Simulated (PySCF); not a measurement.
# C4H4NOP: electronic excitations and core binding energies

Aim: predict the electronic excitations and core binding energies of C4H4NOP (`O=Cc1[nH]ccp1`).

Programs: PySCF 2.14.0, with density-fitted response routines of our own. Each step states its level of theory. These are calculated values for one molecule in the gas phase, unless marked as measured. Atoms count from 0, in the outputs and in this text.

## 1. The molecule as given

11 atoms, charge 0, multiplicity 1; geometry from: GFN2-xTB.

Bonds of the start (Å): O0–C1 1.21, C1–C2 1.44, C2–N3 1.37, N3–C4 1.34, C4–C5 1.37, C5–P6 1.75, P6–C2 1.74, C1–H7 1.10, N3–H8 1.01, C4–H9 1.08, C5–H10 1.07.

## 2. TDDFT and polarisability: CAM-B3LYP/def2-SVPD

The job: settings as JSON, then the geometry in Å.

```
{"job": {"kind": "uv", "xc": "CAM-B3LYP", "basis": "def2-SVPD", "nstates": 8, "ntriplets": 3}, "charge": 0, "multiplicity": 1}
O      2.610703    -1.035887    -0.245922
C      2.095683     0.061649    -0.167589
C      0.681552     0.279356    -0.047210
N     -0.156726    -0.798795    -0.016318
C     -1.452076    -0.480441     0.097421
C     -1.668321     0.872225     0.159926
P     -0.179964     1.789885     0.072135
H      2.695465     0.989362    -0.183987
H      0.222058    -1.734241    -0.077910
H     -2.199076    -1.254155     0.130967
H     -2.643874     1.313712     0.252524
```

Level: TDDFT CAM-B3LYP/def2-SVPD, vertical, gas phase, core orbitals frozen in the response.

Command:

```bash
$ OMP_NUM_THREADS=1 python probes_run.py task.json out
```

The driver reads the jobs from task.json and runs them one after another.

**Question.** This job is followed by: delta-SCF UKS SCAN, pcX-2 on the ionised atom, pcseg-1 elsewhere, spin-free X2C. What will the session give for the following? lowest singlet (CAM-B3LYP/def2-SVPD); brightest single state of those computed; lowest triplet; C1s binding energies, SCAN/pcX-2 (standing for 3 of 4 atoms); O1s binding energies, SCAN/pcX-2; N1s binding energies, SCAN/pcX-2; P1s binding energies, SCAN/pcX-2; P2p binding energies, SCAN/pcX-2.

**Answer**, as computed:

```
                                                    quantity                               value
                        lowest singlet (CAM-B3LYP/def2-SVPD)         3.95 eV (314 nm), f = 0.001
                    brightest single state of those computed         state 2, 4.63 eV, f = 0.284
                                              lowest triplet                             2.82 eV
C1s binding energies, SCAN/pcX-2 (standing for 3 of 4 atoms)  C4 291.74, C2 291.19, C5 290.31 eV
                            O1s binding energies, SCAN/pcX-2                        O0 537.05 eV
                            N1s binding energies, SCAN/pcX-2                        N3 406.93 eV
                            P1s binding energies, SCAN/pcX-2                       P6 2149.73 eV
                            P2p binding energies, SCAN/pcX-2                        P6 136.48 eV
```

The lowest singlet, at 3.95 eV, is HOMO−2→LUMO 0.91 and is dark; of the 8 states computed, the strongest absorption comes from state 2 at 4.63 eV. The lowest triplet lies 1.13 eV below the lowest singlet (triplets in Tamm-Dancoff, singlets in full TDDFT). C4 (aromatic CH next to a ring nitrogen) binds its C1s electron 1.42 eV more tightly than C5 (aromatic CH). Only 3 of the 4 C atoms are covered by sound results.
